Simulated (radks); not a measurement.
**The Coulomb parameter U of the 3d shell of Ti**

Aim: U as the second difference [E(n + 0.25) + E(n − 0.25) − 2E(n)]/0.25², with all orbitals relaxed. Bare: the atom's charge changes with n. Screened: the 4p shell takes up the change. The start is a model configuration, not necessarily the ground state.

Program: radks (a radial shooting solver on a logarithmic mesh, Libxc functionals) version 1. Level of theory: scalar-relativistic Kohn-Sham, PBEsol, spin-unpolarised, spherical densities, point nucleus. These are calculated values, not measurements, unless marked.

**1. The system**

```
element       : titanium (Z = 22)
charge        : 0
electrons     : 22
configuration : [Ar] 3d1 4s2 4p1
```

Outer shells as boxes (Hund's rule):

Ti
```
[Ar] core
3d [↑ ][  ][  ][  ][  ]
4s [↑↓]
4p [↑ ][  ][  ]
```

In the logs a row gives level, spin channel, occupation and eigenvalue; Etot, Ekin, Encl (electron-nucleus), Eh (Hartree) and Exc are energies, all in hartree; err is the last residual, it the number of iterations.

**2. Start: [Ar] 3d1 4s2 4p1**

The run's settings:

```text
Z 22
configuration [Ar] 3d1 4s2 4p1
relativity scalar-relativistic
functional pbe_sol,pbe_sol
spin unpolarised
nucleus point
c 137.035999084
```

Run with:

```sh
$ python run_ks.py task.json out
```

The same process makes all the runs of this session.

The log of the run:

```text
1s      1   2.0000        -178.94773730
2s      1   2.0000         -19.97782935
2p      1   6.0000         -16.58256188
3s      1   2.0000          -2.52748713
3p      1   6.0000          -1.64816564
3d      1   1.0000          -0.34295347
4s      1   2.0000          -0.22865488
4p      1   1.0000          -0.09389947
Etot -852.426594295857
Ekin 859.5079959506639
Encl -2023.0072295555658
Eh 351.7619202842569
Exc -40.68928097521216
err 3.169894911313926e-10
it 14
```

Wall time 0.09 s (1 thread of Intel Xeon Platinum 8375C at 2.90GHz, shared host); peak memory 0.25 GiB.

The top filled level is 4p, -2.555 eV.

Sizes of the orbitals, from the radial functions (bohr):

| level | occupation | energy (eV) | <r> | outermost maximum (interpolated) | 90 % within | nodes |
| --- | --- | --- | --- | --- | --- | --- |
| 1s | 2 | -4869.4 | 0.06965 | 0.0456 | 0.124 | 0 |
| 2s | 2 | -543.62 | 0.3253 | 0.269 | 0.505 | 1 |
| 2p | 6 | -451.23 | 0.2902 | 0.220 | 0.477 | 0 |
| 3s | 2 | -68.776 | 0.9973 | 0.866 | 1.49 | 2 |
| 3p | 6 | -44.849 | 1.067 | 0.895 | 1.64 | 1 |
| 3d | 1 | -9.332 | 1.381 | 0.939 | 2.36 | 0 |
| 4s | 2 | -6.222 | 3.195 | 2.71 | 4.76 | 3 |
| 4p | 1 | -2.555 | 4.127 | 3.37 | 6.30 | 2 |

The radial density on a logarithmic grid:

| r (bohr) | 4πr²ρ (e/bohr) |
| --- | --- |
| 0.00261 | 0.5916 |
| 0.00396 | 1.267 |
| 0.00601 | 2.633 |
| 0.00911 | 5.223 |
| 0.0138 | 9.661 |
| 0.0209 | 16.09 |
| 0.0317 | 22.92 |
| 0.0481 | 26.15 |
| 0.0729 | 23.01 |
| 0.110 | 19.57 |
| 0.166 | 24.46 |
| 0.252 | 27.44 |
| 0.382 | 15.35 |
| 0.579 | 7.867 |
| 0.878 | 10.09 |
| 1.33 | 5.445 |
| 2.02 | 1.576 |
| 3.06 | 1.092 |
| 4.63 | 0.4536 |
| 6.97 | 0.06501 |
| 10.6 | 0.002967 |

**3. Bare +0.25: [Ar] 3d1.25 4s2 4p1**

The run's settings:

```text
Z 22
configuration [Ar] 3d1.25 4s2 4p1
relativity scalar-relativistic
functional pbe_sol,pbe_sol
spin unpolarised
nucleus point
c 137.035999084
```

The log of the run:

```text
1s      1   2.0000        -178.83327918
2s      1   2.0000         -19.85417771
2p      1   6.0000         -16.45972212
3s      1   2.0000          -2.41660146
3p      1   6.0000          -1.53988273
3d      1   1.2500          -0.24395075
4s      1   2.0000          -0.16813832
4p      1   1.0000          -0.04445512
Etot -852.4997594249418
Ekin 859.5724135648957
Encl -2025.4461886323256
Eh 354.1590996942082
Exc -40.78508405171994
err 2.330914633375443e-10
it 15
```

Wall time 0.1 s (1 thread of Intel Xeon Platinum 8375C at 2.90GHz, shared host); peak memory 0.25 GiB.

E − E(step 2, start: [Ar] 3d1 4s2 4p1) = -1.991 eV. Highest occupied level: 4p at -1.210 eV.

**4. Bare -0.25: [Ar] 3d0.75 4s2 4p1**

The run's settings:

```text
Z 22
configuration [Ar] 3d0.75 4s2 4p1
relativity scalar-relativistic
functional pbe_sol,pbe_sol
spin unpolarised
nucleus point
c 137.035999084
```

The log of the run:

```text
1s      1   2.0000        -179.07310542
2s      1   2.0000         -20.11308158
2p      1   6.0000         -16.71696207
3s      1   2.0000          -2.64771000
3p      1   6.0000          -1.76559194
3d      1   0.7500          -0.45127872
4s      1   2.0000          -0.29469436
4p      1   1.0000          -0.14922269
Etot -852.3274839966947
Ekin 859.4183913853087
Encl -2020.3353283194442
Eh 349.17344089050175
Exc -40.58398795306095
err 2.3776514817048824e-10
it 14
```

Wall time 0.1 s (1 thread of Intel Xeon Platinum 8375C at 2.90GHz, shared host); peak memory 0.25 GiB.

Energy against step 2 (start: [Ar] 3d1 4s2 4p1): +2.697 eV. The top filled level is 4p, -4.061 eV.

**5. Screened +0.25: [Ar] 3d1.25 4s2 4p0.75**

The run's settings:

```text
Z 22
configuration [Ar] 3d1.25 4s2 4p0.75
relativity scalar-relativistic
functional pbe_sol,pbe_sol
spin unpolarised
nucleus point
c 137.035999084
```

The log of the run:

```text
1s      1   2.0000        -178.88251530
2s      1   2.0000         -19.90316838
2p      1   6.0000         -16.50874920
3s      1   2.0000          -2.46548783
3p      1   6.0000          -1.58879083
3d      1   1.2500          -0.29268518
4s      1   2.0000          -0.21286072
4p      1   0.7500          -0.08413002
Etot -852.4837593252286
Ekin 859.5598114005061
Encl -2024.3719951680307
Eh 353.0827310767703
Exc -40.75430663447422
err 3.596549901910606e-10
it 14
```

Wall time 0.1 s (1 thread of Intel Xeon Platinum 8375C at 2.90GHz, shared host); peak memory 0.25 GiB.

E − E(step 2, start: [Ar] 3d1 4s2 4p1) = -1.556 eV. The top filled level is 4p, -2.289 eV.

**6. Screened -0.25: [Ar] 3d0.75 4s2 4p1.25**

The run's settings:

```text
Z 22
configuration [Ar] 3d0.75 4s2 4p1.25
relativity scalar-relativistic
functional pbe_sol,pbe_sol
spin unpolarised
nucleus point
c 137.035999084
```

The log of the run:

```text
1s      1   2.0000        -179.01599556
2s      1   2.0000         -20.05632661
2p      1   6.0000         -16.66015465
3s      1   2.0000          -2.59136982
3p      1   6.0000          -1.70927313
3d      1   0.7500          -0.39530460
4s      1   2.0000          -0.24425932
4p      1   1.2500          -0.10348353
Etot -852.3590154568992
Ekin 859.4459285901034
Encl -2021.581545693871
Eh 350.3985963719144
Exc -40.62199472504613
err 2.763004204369265e-10
it 14
```

It took 0.1 s on 1 thread of Intel Xeon Platinum 8375C at 2.90GHz, shared host; peak memory 0.25 GiB.

E − E(step 2, start: [Ar] 3d1 4s2 4p1) = +1.839 eV. Highest occupied level: 4p at -2.816 eV.

**7. Summary of results**

| quantity | value (eV) |
| --- | --- |
| U, bare | 11.296 |
| U, screened by 4p | 4.534 |
| F0(3d,3d), frozen orbitals | 18.311 |

Relaxing the orbitals brings U down to 62 % of the Slater integral F0. Letting 4p compensate leaves 40 % of the bare value; this second difference measures U(3d,3d) + U(4p,4p) − 2U(3d,4p). The step up makes a negative ion, whose loosely bound charge lowers the bare value. A solid screens further than the bare atom, so the bare value is an upper guide for the U of a crystal.
